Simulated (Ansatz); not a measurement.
# HfIn4SiO6 (P312) in Ansatz: reference runs

Reference runs on HfIn4SiO6: the cell as given.

Program: Ansatz 0.2.0. These are calculated values, not measurements. Logs are shortened: lines on timing, memory, paths and dates and some standing lists are left out, and cuts for length are marked.

### 1 The crystal as given

It takes space group P312 (No. 149, trigonal). Conventional cell: a = 5.277 Å, b = 5.277 Å, c = 10.559 Å, α = 90.00°, β = 90.00°, γ = 120.00°. Around Hf (site symmetry 32) lie 6 O at 2.10 Å. Around In (site symmetry 3) lie 3 O at 2.62 Å. In (site symmetry 3) has 3 O at 2.32 Å as nearest neighbours. Si (site symmetry 32) is surrounded by 6 O at 1.83 Å. O (site symmetry 1) is surrounded by 1 Si at 1.83 Å and 1 Hf at 2.10 Å.

The cell was built by a generator and needn't be a form met in nature.

### 2 Single point, PBE

File input.yaml:

```yaml
crystal:
  lattice:
    - [5.27743, 0.0, 0.0]
    - [-2.63872, 4.57039, 0.0]
    - [0.0, 0.0, 10.55905]
  atoms:
    - { symbol: Hf, position: [0.66667, 0.33333, 0.0] }
    - { symbol: In, position: [0.0, 0.0, 0.30446] }
    - { symbol: In, position: [0.0, 0.0, 0.69554] }
    - { symbol: In, position: [0.33333, 0.66667, 0.78919] }
    - { symbol: In, position: [0.33333, 0.66667, 0.21081] }
    - { symbol: Si, position: [0.0, 0.0, 0.0] }
    - { symbol: O, position: [0.973, 0.70496, 0.89972] }
    - { symbol: O, position: [0.29504, 0.027, 0.10028] }
    - { symbol: O, position: [0.29504, 0.26804, 0.89972] }
    - { symbol: O, position: [0.73196, 0.70496, 0.10028] }
    - { symbol: O, position: [0.73196, 0.027, 0.89972] }
    - { symbol: O, position: [0.973, 0.26804, 0.10028] }
kpoints:
  mp_grid: { grid: [6, 6, 3] }
scf:
  occupations: { method: fermi_dirac, width: 0.05 }
hamiltonian:
  xc: pbe
  pseudopotentials: { kind: all_electron, lapw: { basis_error: 0.001 } }
output:
  forces: true
  stress: true
  eigenvalues: true
  populations: true
```

Potentials or basis: all-electron LAPW, scalar-relativistic.

The run is started by

```bash
ansatz run input.yaml --threads 8 --pin off --max-ram 30720MiB --backend cpu --events-out ev --progress --plain --runs-dir out
```

Output:

```text
Warning: the atoms were moved onto the symmetric positions of the space group found under crystal.symmetry.tolerance 1.0e-5 (fractional; no operation is sought that the atoms, as they stand in a round, miss by more than twice it, and no atom is moved by as much as it), and the run uses the moved positions. Before a round's move an operation carried an atom to 5.72e-5 Å from where it should land, the largest such distance. Atom 0 (counting from 0) moved farthest, by 3.05e-5 Å; the longest move in fractions of the cell, of whichever atom, is 0.47 of the tolerance, in 1 round. To run the atoms as typed, lower crystal.symmetry.tolerance until the operations that they miss are no longer found, or set crystal.symmetry.detect: false (a key that needs symmetry detection or time reversal refuses this as the deck is read). The positions used, in the order of the run's atom list: position: [0.6666666666666666, 0.3333333333333333, 0.0]; position: [4.664483385587344e-17, -2.288894781717933e-18, 0.30446]; position: [4.664483385587344e-17, -2.288894781717933e-18, 0.69554]; position: [0.3333333333333334, 0.6666666666666666, 0.78919]; position: [0.3333333333333334, 0.6666666666666666, 0.21081]; position: [4.664483385587344e-17, -2.288894781717933e-18, 0.0]; position: [0.973, 0.70496, 0.89972]; position: [0.29504, 0.027000000000000014, 0.10028]; position: [0.29504, 0.26803999999999994, 0.89972]; position: [0.73196, 0.70496, 0.10028]; position: [0.73196, 0.027000000000000014, 0.89972]; position: [0.973, 0.26803999999999994, 0.10028]; The lattice was moved too: crystal.lattice keeps the space group found at crystal.symmetry.tolerance 1.0e-5 only nearly: the operation that it misses by the most changes a squared length by the fraction 2.19e-6. The run uses the lattice that is a stretch of the typed one, with no rotation, onto the one that keeps every operation to a double's rounding (on a very oblique basis the stretch itself rounds by more); the deck's lattice vector that moved farthest moved by 3.02e-6 Å. To run the lattice as typed, set crystal.symmetry.tolerance under 5.05e-7, the least fraction by which an operation that the lattice misses changes a squared length (the same key also sets how far an atom may lie from its image, so lowering it can lose operations that the atoms keep only within it), or set crystal.symmetry.detect: false, as for the atoms. crystal.lattice made exact, in Å and degrees: [[5.277430896802439, 2.886751346061088e-6, 0.0], [-2.63871794840122, 4.5703877799721315, 0.0], [0.0, 0.0, 10.55905]]. Pasted over the deck's crystal.lattice, beside positions in fractional coordinates, it runs the same cell (given as lengths and angles, that cell in the form's own orientation, a rigid turn of the misfit's size from the one run here, for which a checkpoint.post_process_only pass over this run's state can be refused: where this run relaxes nothing, give such a pass this deck's own crystal.lattice, as typed; behind a relaxation, as crystal.lattice, the state's own cell, identity.cell in its checkpoint.json), and a matrix so pasted ends this notice, except on a very skew basis of the lattice, where the rounding of the pasted numbers themselves can read as a misfit: the cell is then moved again, and that move is told again. The lattice as run is in this notice's lattice.as_run_ang field (Run.prep()["deck_notices"] in Python, the deck_notice line of an events file, deck_notices of ansatz run --dry-run=json, or deck_notices in record.json in the deck's checkpoint.write directory).
Warning: RAYON_NUM_THREADS=8 ignored (pool sized by the plan → 8); use --threads N
Hf: projections on atomic orbitals take those of the free atom 1s2 2s2 2p6 3s2 3p6 3d10 4s2 4p6 4d10 4f14 5s2 5p6 5d2 6s2, of charge +0.00 (hamiltonian.pseudopotentials.projection_atoms)
In: projections on atomic orbitals take those of the free atom 1s2 2s2 2p6 3s2 3p6 3d10 4s2 4p6 4d10 5s2 5p1, of charge +0.00 (hamiltonian.pseudopotentials.projection_atoms)
Si: projections on atomic orbitals take those of the free atom 1s2 2s2 2p6 3s2 3p2, of charge +0.00 (hamiltonian.pseudopotentials.projection_atoms)
O: projections on atomic orbitals take those of the free atom 1s2 2s2 2p4, of charge +0.00 (hamiltonian.pseudopotentials.projection_atoms)
LAPW: plane waves up to 10.499 Å⁻¹, error target 1.0e-3 eV per atom; small_component_spin mean_spin; O in spheres of 0.896 Å, 8 of its electrons in bands, Dirac shells []; Si in spheres of 0.933 Å, 12 of its electrons in bands, Dirac shells []; In in spheres of 1.203 Å, 31 of its electrons in bands, Dirac shells []; Hf in spheres of 1.203 Å, 44 of its electrons in bands, Dirac shells [] (how accurate: hamiltonian.pseudopotentials.lapw.basis_error, Limitations)
Engine: ansatz 0.2.0, x86_64-unknown-linux-gnu
Pseudopotentials: kind: all_electron
Pseudopotential: Hf, LAPW, valence charge 44, lapw/all_electron/scalar/gaussian/Hf, Koelling and Harmon's equation, gaussian nucleus
Pseudopotential: In, LAPW, valence charge 31, lapw/all_electron/scalar/gaussian/In, Koelling and Harmon's equation, gaussian nucleus
[... 76 lines left out ...]
  k-point 1: bands = ["-498.7915", "-497.7856", "-497.7856", "-497.7856", "-497.7856", "-497.7856", "-497.7856", "-419.9304", "-419.9304", "-419.9304", "-419.9304", "-419.9269", "-419.9269", "-419.9269", "-419.9269", "-419.9268", "-419.9268", "-419.6341", "-419.6341", "-419.6341", "-419.6341", "-419.6232", "-419.6232", "-419.6232", "-419.6232", "-419.6211", "-419.6211", "-365.5403", "-365.5126", "-365.5126", "-193.4253", "-193.4064", "-193.4064", "-193.3806", "-193.3806", "-127.0364", "-107.1702", "-107.1702", "-106.9062", "-106.9062", "-83.1122", "-83.1122", "-83.1046", "-65.6672", "-65.6672", "-65.6672", "-65.6672", "-65.6277", "-65.6277", "-65.4078", "-65.4078", "-65.4078", "-65.4078", "-65.3697", "-65.3697", "-54.0846", "-22.9140", "-22.9087", "-22.9087", "-12.3498", "-10.6593", "-10.6593", "-10.6294", "-9.9998", "-9.9998", "-6.3032", "-6.3025", "-6.3017", "-6.3010", "-6.2148", "-6.2125", "-6.2123", "-6.2089", "-6.2062", "-6.1940", "-5.9741", "-5.9733", "-5.9732", "-5.9721", "-5.9713", "-5.9475", "-5.9292", "-5.9291", "-5.8895", "-5.8894", "-3.9681", "-3.9602", "-3.9602", "-3.9283", "-3.9263", "-3.9222", "-3.9222", "-0.8089", "1.1488", "1.4953", "1.4953", "1.5965", "2.0555", "2.9014", "2.9022", "3.5468", "3.6848", "3.6855", "4.3682", "4.4892", "4.4910", "4.8923", "5.1442", "5.1447", "5.6953", "5.6960", "5.7450", "8.0211", "8.4350", "10.3038", "10.3494", "10.6691", "10.6727", "10.7188", "10.9131", "11.6867", "12.0462", "12.0590", "12.8208", "12.8368", "13.0027", "13.2844", "13.4542", "14.2155", "14.3766", "15.2911", "15.9932", "16.0850", "16.1052", "16.3782", "16.7515", "16.8104"]
  k-point 2: bands = ["-498.7915", "-497.7856", "-497.7856", "-497.7856", "-497.7856", "-497.7856", "-497.7856", "-419.9304", "-419.9304", "-419.9304", "-419.9304", "-419.9269", "-419.9269", "-419.9269", "-419.9269", "-419.9268", "-419.9268", "-419.6341", "-419.6341", "-419.6341", "-419.6341", "-419.6232", "-419.6232", "-419.6232", "-419.6232", "-419.6211", "-419.6211", "-365.5403", "-365.5126", "-365.5126", "-193.4253", "-193.4064", "-193.4064", "-193.3806", "-193.3806", "-127.0364", "-107.1702", "-107.1702", "-106.9062", "-106.9062", "-83.1122", "-83.1122", "-83.1046", "-65.6672", "-65.6672", "-65.6672", "-65.6672", "-65.6277", "-65.6277", "-65.4078", "-65.4078", "-65.4078", "-65.4078", "-65.3697", "-65.3697", "-54.0846", "-22.9137", "-22.9112", "-22.9093", "-12.2688", "-10.7395", "-10.7019", "-10.5398", "-10.0571", "-10.0018", "-6.3083", "-6.3064", "-6.3028", "-6.2992", "-6.2209", "-6.2140", "-6.2133", "-6.2040", "-6.2012", "-6.1920", "-5.9882", "-5.9830", "-5.9756", "-5.9709", "-5.9565", "-5.9437", "-5.9318", "-5.9213", "-5.9000", "-5.8904", "-3.9676", "-3.9614", "-3.9603", "-3.9296", "-3.9293", "-3.9238", "-3.9201", "-0.6987", "1.1579", "1.3124", "1.6757", "1.8109", "1.9946", "2.5069", "2.9801", "3.5745", "3.8508", "3.9669", "4.2574", "4.3269", "4.4527", "4.9085", "4.9804", "5.2561", "5.4980", "5.5881", "6.2133", "7.5455", "8.0210", "9.6971", "10.1673", "10.2743", "10.7684", "10.8459", "11.4352", "12.0334", "12.0452", "12.5414", "12.7036", "12.9735", "13.2530", "13.5698", "13.6475", "14.1895", "14.8952", "15.4951", "15.7979", "15.8397", "15.9597", "16.2561", "16.6629", "16.8997"]
  k-point 16: bands = ["-498.7915", "-497.7856", "-497.7856", "-497.7856", "-497.7856", "-497.7856", "-497.7856", "-419.9304", "-419.9304", "-419.9304", "-419.9304", "-419.9269", "-419.9269", "-419.9269", "-419.9269", "-419.9268", "-419.9268", "-419.6341", "-419.6341", "-419.6341", "-419.6341", "-419.6232", "-419.6232", "-419.6232", "-419.6232", "-419.6211", "-419.6211", "-365.5403", "-365.5126", "-365.5126", "-193.4253", "-193.4064", "-193.4064", "-193.3806", "-193.3806", "-127.0364", "-107.1702", "-107.1702", "-106.9062", "-106.9062", "-83.1122", "-83.1122", "-83.1046", "-65.6673", "-65.6672", "-65.6672", "-65.6672", "-65.6277", "-65.6277", "-65.4078", "-65.4078", "-65.4078", "-65.4078", "-65.3697", "-65.3697", "-54.0846", "-22.9177", "-22.9130", "-22.9126", "-11.8878", "-10.9801", "-10.7713", "-10.4825", "-10.2588", "-9.9684", "-6.3438", "-6.3354", "-6.2757", "-6.2746", "-6.2383", "-6.2150", "-6.2073", "-6.2017", "-6.1984", "-6.1892", "-6.0236", "-6.0000", "-5.9708", "-5.9677", "-5.9548", "-5.9321", "-5.9312", "-5.9201", "-5.9197", "-5.8831", "-3.9672", "-3.9656", "-3.9619", "-3.9445", "-3.9397", "-3.9203", "-3.9066", "-0.0761", "0.7772", "1.1361", "1.8828", "1.9961", "2.2306", "2.5457", "2.9279", "3.1624", "3.6577", "3.7282", "4.5299", "4.7847", "4.8473", "4.8610", "4.9588", "5.2881", "5.6276", "5.6441", "6.0435", "6.1405", "6.7869", "8.6603", "9.2488", "10.7687", "11.2135", "11.2484", "11.5762", "11.7738", "12.5240", "12.7660", "13.4857", "13.5490", "13.6373", "14.3328", "14.5543", "14.8945", "15.1949", "15.2457", "15.4917", "15.8915", "16.0590", "16.0728", "17.1572", "17.4519"]
--- Löwdin populations: 12 sites ---
  site symbol       q [e]
     0     Hf     70.5152
     1     In     48.6649
     2     In     48.6649
     3     In     48.5244
     4     In     48.5244
     5     Si     12.4334
     6      O      8.7055
     7      O      8.7055
     8      O      8.7055
     9      O      8.7055
    10      O      8.7055
    11      O      8.7055
  spilling = 0.001332 (of n_electrons = 330.000000)
```

It took 2 min on 8 threads of Intel Xeon Platinum 8375C at 2.90GHz (Ice Lake), shared host; peak memory 3.1 GiB.

What came out:

```
Free energy            : -1070623.4455 eV
Pressure               : 0.0 GPa
Band gap on the k mesh : none (metal or under the smearing width)
Loewdin charges        : Hf +1.48; In +0.34, +0.48; Si +1.57; O -0.71 e
```

Levels at points of the mesh, in eV from the Fermi level:
| k point | band 111 | band 112 | band 113 | band 114 | band 115 | band 116 | band 117 | band 118 |
| --- | --- | --- | --- | --- | --- | --- | --- | --- |
| (0.00, 0.00, 0.00) | -2.89 | -2.44 | -0.91 | 0.01 | 1.72 | 1.82 | 1.82 | 2.01 |
| (0.00, -0.50, 0.00) | -2.97 | -2.50 | -2.07 | -1.75 | 1.09 | 1.09 | 1.50 | 2.12 |
